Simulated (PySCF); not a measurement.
# CH₇BBrN: NMR shieldings, spin-spin couplings, relativistic core levels, part 2 of 2

PySCF 2.14.0. Atoms count from 0. The steps go on from the part before.

### Step 7. NMR shieldings: PBE0/pcJ-1 Br:dyall-v2z, non-relativistic

Job settings and geometry (Å):

```
{"job": {"kind": "hnmr", "xc": "PBE0", "basis": {"default": "pcJ-1", "Br": "dyall-v2z"}, "rel": "nr"}, "charge": 0, "multiplicity": 1}
C     -1.353499    -0.039104     0.093092
B      0.063392     0.410264    -0.486568
N      1.226844    -0.493791     0.201207
Br     0.602421     2.291874     0.096419
H     -2.149941     0.593845    -0.326952
H     -1.423656     0.053197     1.191257
H     -1.604441    -1.081174    -0.178871
H      0.223422     0.293125    -1.688856
H      1.192880    -0.393350     1.219067
H      2.147171    -0.175115    -0.106789
H      1.121472    -1.483324    -0.034416
```

Level: PBE0/pcJ-1 Br:dyall-v2z GIAO NMR shielding, non-relativistic, Gaussian nuclei, gas phase.

The program printed:

```text
non-relativistic SCF
coarse grid: 40120 points
cycle   1  E = -2695.6457032672  dE = -2.128e+01  |g| = 2.222e+00  |ddm| = 2.416e+00
cycle   2  E = -2695.6625965631  dE = -1.689e-02  |g| = 8.630e-01  |ddm| = 8.235e-01
cycle   3  E = -2695.6949444841  dE = -3.235e-02  |g| = 4.179e-01  |ddm| = 5.561e-01
cycle   4  E = -2695.7153428580  dE = -2.040e-02  |g| = 6.617e-02  |ddm| = 3.033e-01
cycle   5  E = -2695.7165086010  dE = -1.166e-03  |g| = 9.876e-03  |ddm| = 9.188e-02
cycle   6  E = -2695.7165325149  dE = -2.391e-05  |g| = 3.492e-03  |ddm| = 1.339e-02
cycle   7  E = -2695.7165353512  dE = -2.836e-06  |g| = 5.299e-04  |ddm| = 2.804e-03
final grid: 84088 points
cycle   8  E = -2695.7165440712  dE = -4.184e-09  |g| = 6.548e-04  |ddm| = 1.305e-03
cycle   9  E = -2695.7165440265  dE =  4.470e-08  |g| = 8.235e-04  |ddm| = 7.670e-04
cycle  10  E = -2695.7165441455  dE = -1.189e-07  |g| = 3.734e-05  |ddm| = 4.255e-04
cycle  11  E = -2695.7165441457  dE = -2.251e-10  |g| = 6.065e-06  |ddm| = 3.004e-05
converged SCF energy = -2695.7165441457
check of the scalar solution
cycle   1  E = -2695.7165441457  dE = -2.696e+03  |FDS-SDF| = 6.065e-06
cycle   2  E = -2695.7165441457  dE =  1.273e-11  |FDS-SDF| = 5.692e-06
converged, E = -2695.7165441457

Field gradients (au) and densities at the nuclei (bohr^-3)
atom        Vxx        Vyy        Vzz        centre      nuclear mean
  0 C      0.0520     0.0845    -0.1365        125.156        125.154
  1 B      0.0401     0.2167    -0.2568         70.513         70.512
  2 N      0.1918     0.2326    -0.4244        203.018        203.012
  3 Br    -1.7793    -2.3072     4.0865      29274.989      29251.162
  4 H     -0.1433    -0.1477     0.2910          0.467          0.467
  5 H     -0.1408    -0.1458     0.2866          0.470          0.470
  6 H     -0.1409    -0.1451     0.2861          0.469          0.469
  7 H     -0.0883    -0.1011     0.1894          0.460          0.460
  8 H     -0.1629    -0.1818     0.3447          0.461          0.461
  9 H     -0.1643    -0.1844     0.3487          0.462          0.462
 10 H     -0.1655    -0.1850     0.3506          0.464          0.464

Core orbital energies (eV)
atom   shell        mean    spread
  3 Br 1s       -13146.674   0.000
  3 Br 2s        -1702.187   0.000
  3 Br 3s         -237.009   0.000
  3 Br 4s          -20.114   0.000
  3 Br 2p        -1532.644   0.058
  3 Br 3p         -177.242   0.204
  3 Br 3d          -70.764   0.215

Shielding tensors (ppm)
atom      isotropic    diamagn.    paramagn.     s11        s22        s33       span
  0 C       175.10      249.67      -74.57     166.18     170.76     188.35      22.17
  1 B       105.16      182.95      -77.79      91.08     107.30     117.11      26.03
  2 N       199.87      317.80     -117.93     180.80     196.38     222.45      41.65
  3 Br     2632.82     3125.02     -492.20    2372.74    2634.52    2891.20     518.46
  4 H        30.66       29.35        1.31      26.14      28.93      36.92      10.78
  5 H        31.55       30.34        1.22      28.01      30.38      36.26       8.25
  6 H        31.45       30.28        1.17      27.20      28.26      38.88      11.69
  7 H        27.79       28.52       -0.73      25.00      26.65      31.73       6.73
  8 H        28.86       29.59       -0.73      24.42      26.74      35.42      11.00
  9 H        28.34       28.71       -0.38      21.87      26.37      36.78      14.91
 10 H        28.68       29.26       -0.58      22.22      24.09      39.74      17.52
```

It took 30 s on 1 thread of Arm Neoverse V1, shared host; peak memory 1.2 GiB.

### Step 8. Spin-spin couplings: PBE0/pcJ-1 Br:dyall-v2z, non-relativistic

The job, as its differences from that of step 7:

```diff
@@ -1,2 +1,2 @@
-{"job": {"kind": "hnmr", "xc": "PBE0", "basis": {"default": "pcJ-1", "Br": "dyall-v2z"}, "rel": "nr"}, "charge": 0, "multiplicity": 1}
+{"job": {"kind": "hj", "xc": "PBE0", "basis": {"default": "pcJ-1", "Br": "dyall-v2z"}, "rel": "nr", "atoms": [3]}, "charge": 0, "multiplicity": 1}
 C     -1.353499    -0.039104     0.093092
```

Method: PBE0/pcJ-1 Br:dyall-v2z indirect spin-spin coupling, non-relativistic, Gaussian nuclei, gas phase.

The program printed:

```text
non-relativistic SCF
coarse grid: 40120 points
cycle   1  E = -2695.6457032672  dE = -2.128e+01  |g| = 2.222e+00  |ddm| = 2.416e+00
cycle   2  E = -2695.6625965631  dE = -1.689e-02  |g| = 8.630e-01  |ddm| = 8.235e-01
cycle   3  E = -2695.6949444841  dE = -3.235e-02  |g| = 4.179e-01  |ddm| = 5.561e-01
cycle   4  E = -2695.7153428580  dE = -2.040e-02  |g| = 6.617e-02  |ddm| = 3.033e-01
cycle   5  E = -2695.7165086010  dE = -1.166e-03  |g| = 9.876e-03  |ddm| = 9.188e-02
cycle   6  E = -2695.7165325149  dE = -2.391e-05  |g| = 3.492e-03  |ddm| = 1.339e-02
cycle   7  E = -2695.7165353512  dE = -2.836e-06  |g| = 5.299e-04  |ddm| = 2.804e-03
final grid: 84088 points
cycle   8  E = -2695.7165440712  dE = -4.184e-09  |g| = 6.548e-04  |ddm| = 1.305e-03
cycle   9  E = -2695.7165440265  dE =  4.470e-08  |g| = 8.235e-04  |ddm| = 7.670e-04
cycle  10  E = -2695.7165441455  dE = -1.189e-07  |g| = 3.734e-05  |ddm| = 4.255e-04
cycle  11  E = -2695.7165441457  dE = -2.251e-10  |g| = 6.065e-06  |ddm| = 3.004e-05
converged SCF energy = -2695.7165441457
two-component SCF
cycle   1  E = -2695.7165441457  dE = -2.696e+03  |FDS-SDF| = 6.065e-06
cycle   2  E = -2695.7165441457  dE = -1.819e-12  |FDS-SDF| = 5.692e-06
converged, E = -2695.7165441457

Indirect spin-spin couplings
  i        j     bonds      J/Hz   K/1e19 T2/J   anisotropy/Hz
  3  79Br   0  13C    2        8.40       11.05        27.6
  3  79Br   1  11B    1      -69.47      -71.69       134.7
  3  79Br   2  15N    2       -2.88        9.39       -35.5
  3  79Br   4   1H    3        1.33        0.44         9.5
  3  79Br   5   1H    3        4.77        1.58         9.1
  3  79Br   6   1H    3       22.52        7.46        30.6
  3  79Br   7   1H    2       25.33        8.39        14.1
  3  79Br   8   1H    3        1.72        0.57         5.6
  3  79Br   9   1H    3        1.12        0.37         6.4
  3  79Br  10   1H    3       11.53        3.82        33.4
```

Wall time 54 s (1 thread of Arm Neoverse V1, shared host); peak memory 0.96 GiB.

### Step 9. Shieldings side by side

```csv
run,Br3,B1,N2,C0,H6,H7,H10,time
"step 3, PBE0/pcJ-1 Br:dyall-v2z, spin–orbit",2936.6,110.9,204.8,176.5,31.3,27.6,28.5,1.7 min
"step 6, PBE0/pcJ-1 Br:dyall-v2z, spin-free",2651.9,104.5,199.8,175.1,31.4,27.8,28.7,34 s
"step 7, PBE0/pcJ-1 Br:dyall-v2z, non-relativistic",2632.8,105.2,199.9,175.1,31.4,27.8,28.7,30 s
```

### Step 10. Outcome

The summary covers parts 1 to 2.

| quantity | value |
| --- | --- |
| point group | C1 |
| rotational constants (main isotopes) | 7.14, 2.66, 2.09 GHz |
| energy from spin-orbit coupling (step 3, PBE0/pcJ-1 Br:dyall-v2z, spin–orbit) | -0.0779 Eh |
| shieldings (step 3, PBE0/pcJ-1 Br:dyall-v2z, spin–orbit) | C0 176.5, B1 110.9, N2 204.8, Br3 2936.6 ppm |
| surface potential, 1st and 99th percentile | -1.42 V and 2.91 V |
| energy from spin-orbit coupling (step 4, PBE0/pcJ-1 Br:dyall-v2z, spin–orbit) | -0.0779 Eh |
| largest reduced coupling (step 4, PBE0/pcJ-1 Br:dyall-v2z, spin–orbit) | Br3–B1: J = -79.9 Hz, K = -82·10¹⁹ T²/J |
| Br3 3d5/2 binding energy (step 5, PBE0/pcJ-1 Br:dyall-v2z, spin–orbit) | 74.3 eV, 3d3/2 75.4 eV |
| energy from spin-orbit coupling (step 5, PBE0/pcJ-1 Br:dyall-v2z, spin–orbit) | -0.0779 Eh |
| shieldings (step 6, PBE0/pcJ-1 Br:dyall-v2z, spin-free) | C0 175.1, B1 104.5, N2 199.8, Br3 2651.9 ppm |
| shieldings (step 7, PBE0/pcJ-1 Br:dyall-v2z, non-relativistic) | C0 175.1, B1 105.2, N2 199.9, Br3 2632.8 ppm |
| largest reduced coupling (step 8, PBE0/pcJ-1 Br:dyall-v2z, non-relativistic) | Br3–B1: J = -69.5 Hz, K = -72·10¹⁹ T²/J |

What this shows: Over 8 steps the energy fell by 0.068 eV; of the close pairs, C0–H6 changed most, 1.072 to 1.106 Å. In step 3, Br3 has the widest tensor, 492 ppm. Br3 moves most between the runs, by 304 ppm; the labels say what changes from run to run.
